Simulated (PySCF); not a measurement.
# C5H8AlN: electronic excitations

Wanted: the electronic excitations of C5H8AlN (`[CH3][AlH][n]1cccc1`), by calculation.

The runs use PySCF 2.14.0, with density-fitted response routines of our own; the level of theory stands in each step. All values are computed, except where a source is named. Atoms count from 0, in the outputs and in this text.

## Step 1: The starting structure

15 atoms, charge 0, multiplicity 1; geometry from: GFN2-xTB.

Bonds of the start (Å): C0–Al1 1.98, Al1–N2 1.83, N2–C3 1.37, C3–C4 1.36, C4–C5 1.41, C5–C6 1.36, C6–N2 1.38, C0–H7 1.09, C0–H8 1.10, C0–H9 1.10, Al1–H10 1.54, C3–H11 1.08, C4–H12 1.07, C5–H13 1.07, C6–H14 1.08.

## Step 2: Excited states and response: wB97X-D/def2-SVPD

The job: settings as JSON, then the geometry in Å.

```
{"job": {"kind": "uv", "xc": "wB97X-D", "basis": "def2-SVPD", "nstates": 8, "ntriplets": 3}, "charge": 0, "multiplicity": 1}
C      2.935257    -0.306701    -0.311709
Al     1.312006    -0.640750     0.772724
N     -0.362138    -0.040878     0.334879
C     -0.865652     0.696764    -0.709151
C     -2.208479     0.869743    -0.545703
C     -2.566941     0.211902     0.653445
C     -1.425778    -0.329829     1.164999
H      3.829574    -0.757828     0.130316
H      3.144090     0.762888    -0.432940
H      2.840447    -0.714854    -1.325112
H      1.269738    -1.435948     2.087196
H     -0.215943     1.042773    -1.493041
H     -2.871639     1.403251    -1.199553
H     -3.551193     0.154253     1.077024
H     -1.267764    -0.906795     2.062472
```

With the program's defaults for keys left out, this is: TDDFT wB97X-D/def2-SVPD, vertical, gas phase, core orbitals frozen in the response.

Run with:

```console
> OMP_NUM_THREADS=1 python probes_run.py task.json out
```

This one command runs all jobs of the session in turn.

The program printed:

```text
coarse grid: 13080 points
cycle   1  E = -492.0895803626  dE =  1.130e+00  |g| = 3.900e-01  |ddm| = 7.362e+00
cycle   2  E = -492.1150255505  dE = -2.545e-02  |g| = 2.985e-01  |ddm| = 1.518e+00
cycle   3  E = -492.1374574157  dE = -2.243e-02  |g| = 3.978e-02  |ddm| = 6.342e-01
cycle   4  E = -492.1379426814  dE = -4.853e-04  |g| = 1.963e-02  |ddm| = 1.805e-01
cycle   5  E = -492.1380397641  dE = -9.708e-05  |g| = 5.304e-03  |ddm| = 5.947e-02
cycle   6  E = -492.1380475538  dE = -7.790e-06  |g| = 2.103e-03  |ddm| = 1.361e-02
final grid: 121904 points
cycle   7  E = -492.2098485606  dE = -8.568e-05  |g| = 6.491e-03  |ddm| = 1.494e-01
cycle   8  E = -492.2098456939  dE =  2.867e-06  |g| = 7.802e-03  |ddm| = 2.273e-02
cycle   9  E = -492.2098584137  dE = -1.272e-05  |g| = 5.230e-04  |ddm| = 9.576e-03
cycle  10  E = -492.2098584834  dE = -6.973e-08  |g| = 3.515e-04  |ddm| = 2.348e-03
cycle  11  E = -492.2098585179  dE = -3.445e-08  |g| = 4.987e-05  |ddm| = 9.888e-04
cycle  12  E = -492.2098585191  dE = -1.183e-09  |g| = 1.802e-05  |ddm| = 2.044e-04
cycle  13  E = -492.2098585192  dE = -1.601e-10  |g| = 7.420e-06  |ddm| = 7.761e-05
converged SCF energy = -492.2098585192

Static polarisability (au): isotropic 89.642, principal 63.083 91.489 114.353

Singlet excitations
state   eV       nm        f      main configurations
  1   4.6637    265.8   0.00149   H->L 0.98
  2   5.6739    218.5   0.17547   H-1->L 0.92
  3   5.6894    217.9   0.00005   H->L+1 0.77, H->L+3 0.17
  4   6.0865    203.7   0.00083   H-2->L 0.98
  5   6.5532    189.2   0.14160   H->L+4 0.91
  6   6.6693    185.9   0.00016   H-1->L+1 0.71, H-1->L+3 0.15
  7   6.8078    182.1   0.00687   H->L+2 0.47, H->L+3 0.26
  8   6.9572    178.2   0.02916   H-1->L+4 0.41, H->L+7 0.38

Triplet excitations (Tamm-Dancoff, eV): 3.9714 5.1278 5.2559
```

It took 77 s on 1 thread of Arm Neoverse N1, shared host; peak memory 0.87 GiB.

Frontier orbitals and where they lie:

```csv
orbital,eV,atoms
HOMO−3,-11.59,"Al1 24 %, N2 24 %, H10 18 %"
HOMO−2,-10.42,"C0 36 %, Al1 26 %, H10 20 %"
HOMO−1,-8.88,"N2 28 %, C4 25 %, C5 24 %"
HOMO,-7.87,"C3 27 %, C6 27 %, C5 15 %"
LUMO,0.60,"Al1 57 %, H10 12 %, C0 11 %"
LUMO+1,1.33,"Al1 68 %, C0 9 %, H7 4 %"
LUMO+2,2.55,"Al1 41 %, H10 18 %, C0 16 %"
```

With each of the 8 states as a Gaussian band of 0.4 eV half-width at 1/e, the curve within the window shown has maxima at 218 nm (ε 7,200), 188 nm (ε 6,400) L/(mol cm). Beyond the last state computed it falls off for lack of states. The curve at chosen wavelengths:

```csv
nm,ε (L/mol/cm)
171,1011
176,2532
182,5030
187,6378
192,6000
198,4358
203,3901
209,5182
214,6639
219,7157
225,6072
230,4365
235,2694
241,1275
246,616
251,289
257,132
262,87
267,70
273,58
278,48
284,35
289,26
294,18
300,11
305,7
```

Leading natural transition orbitals of singlet state 2: the hole lies on N2 38 %; C4, C5 about 24 % each; the particle on Al1 48 %; H10 17 %; N2 6 %.

Leading natural transition orbitals of singlet state 1: the hole lies on C3, C6 about 30 % each; C5 14 %; C4 11 %; the particle on Al1 51 %; H10 19 %; N2 8 %.

Further results of this job:

```csv
property,computed
dipole moment (D),2.10
polarisability (Å³),13.28
HOMO–LUMO gap (eV),8.47
−ε(HOMO) (eV),7.87
```

The fields below are evaluated on a grid from the run's orbitals.

Frontier orbitals at wB97X-D/def2-SVPD, with the share of their density that lies nearest to each atom:

```csv
orbital,energy (eV),lies on
HOMO,-7.87,"C3, C6 about 30 % each; C4, C5 about 12 % each"
LUMO,0.60,Al1 49 %; H10 22 %
```

ELF in a plane through or near 13 of the atoms.

Values, 10 rows by 14 columns:
```
0.00 0.00 0.00 0.00 0.00 0.00 0.00 0.00 0.00 0.00 0.00 0.00 0.00 0.00
0.00 0.00 0.00 0.00 0.01 0.37 0.15 0.00 0.00 0.00 0.00 0.00 0.00 0.00
0.00 0.00 0.00 0.00 0.71 1.00 0.99 0.02 0.97 0.44 0.00 0.00 0.00 0.00
0.00 0.00 0.01 0.01 0.19 0.98 0.92 0.08 1.00 0.47 0.10 0.51 0.00 0.00
0.00 0.03 0.98 0.95 0.81 0.82 0.09 0.68 0.28 0.89 0.93 0.99 0.16 0.00
0.00 0.02 0.78 0.73 0.16 0.73 0.52 0.70 0.30 0.75 0.58 0.12 0.00 0.00
0.00 0.00 0.08 0.38 0.49 0.06 0.09 0.84 0.35 0.30 0.93 0.09 0.00 0.00
0.00 0.00 0.00 0.04 0.03 0.00 0.89 1.00 0.19 0.39 0.99 0.45 0.00 0.00
0.00 0.00 0.00 0.00 0.00 0.00 0.01 0.17 0.00 0.00 0.05 0.00 0.00 0.00
0.00 0.00 0.00 0.00 0.00 0.00 0.00 0.00 0.00 0.00 0.00 0.00 0.00 0.00
```
The map spans 13.0 Å across and 10.0 Å up, centred on the molecule. Atoms in the plane (x, y in Å): C0 (-3.0, -0.3), Al1 (-1.3, 0.8), N2 (0.4, 0.2), C3 (0.9, -1.1), C4 (2.3, -1.0), C5 (2.6, 0.4), C6 (1.4, 1.1), H7 (-3.9, 0.3), H10 (-1.3, 2.4), H11 (0.3, -1.9), H12 (2.9, -1.8), H13 (3.6, 0.8), H14 (1.2, 2.1).

On the surface of density 0.002 e/bohr³ the electrostatic potential runs, from the 1st to the 99th percentile, from -1.08 V near C5 to 3.19 V near Al1.

## Step 3: Results

```
                                quantity                        value
      lowest singlet (wB97X-D/def2-SVPD)  4.66 eV (266 nm), f = 0.001
brightest single state of those computed  state 2, 5.67 eV, f = 0.175
                          lowest triplet                      3.97 eV
   surface potential, 1st and 99th percentile           -1.08 V and 3.19 V
```

**Reading.** The first singlet state (HOMO→LUMO 0.98) lies at 4.66 eV and is weak; of the 8 states computed, the strongest absorption comes from state 2 at 5.67 eV. The lowest triplet lies 0.69 eV below the lowest singlet (triplets in Tamm-Dancoff, singlets in full TDDFT).
